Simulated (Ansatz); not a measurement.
# Cl2FHOZr: the cost of one run

Program: Ansatz 0.2.0. Level of theory: RKS PBE-D4/def2-SVP. These are calculated values, not measurements.

### Step 1. Starting point

Bond lengths: Zr1–O2 2.070 Å, O2–H3 1.010 Å, Zr1–F4 1.980 Å, Zr1–Cl5 2.518 Å, Zr1–Cl6 2.518 Å. Angles: Zr1–O2–H3 109.5°, O2–Zr1–F4 109.4°, O2–Zr1–Cl5 109.5°, O2–Zr1–Cl6 109.5°, F4–Zr1–Cl5 109.5°, F4–Zr1–Cl6 109.5°, Cl5–Zr1–Cl6 109.5°.

Structure file:

```xyz
6

Zr    0.0000    0.0000    0.0000
O     0.0000    0.0000    2.0700
H    -0.9095   -0.2814    2.4071
F     1.8671    0.0000   -0.6593
Cl   -1.1869    2.0563   -0.8392
Cl   -1.1869   -2.0563   -0.8392
```

### Step 2. Preparing the start

The input, input.yaml:

```yaml
crystal:
  periodic: [false, false, false]
  atoms:
    - { symbol: Zr, position_ang: [0.0, 0.0, 0.0] }
    - { symbol: O, position_ang: [0.0, 0.0, 2.07] }
    - { symbol: H, position_ang: [-0.9095, -0.2814, 2.4071] }
    - { symbol: F, position_ang: [1.8671, 0.0, -0.6593] }
    - { symbol: Cl, position_ang: [-1.1869, 2.0563, -0.8392] }
    - { symbol: Cl, position_ang: [-1.1869, -2.0563, -0.8392] }
basis:
  gaussian: { orbitals: def2-SVP }
hamiltonian:
  xc: pbe
  dispersion: d4
relax:
  f_tol: 0.02
  max_steps: 40
```

The run is started by

```console
$ ansatz run input.yaml --threads 1 --pin off --max-ram 2048MiB --backend cpu --events-out ev --progress --plain --runs-dir out
```

**Question.** How long does this run take on 1 thread of Arm Neoverse V2, shared host, and how much memory does it need?

About 44 s, with a peak of 0.15 GiB.
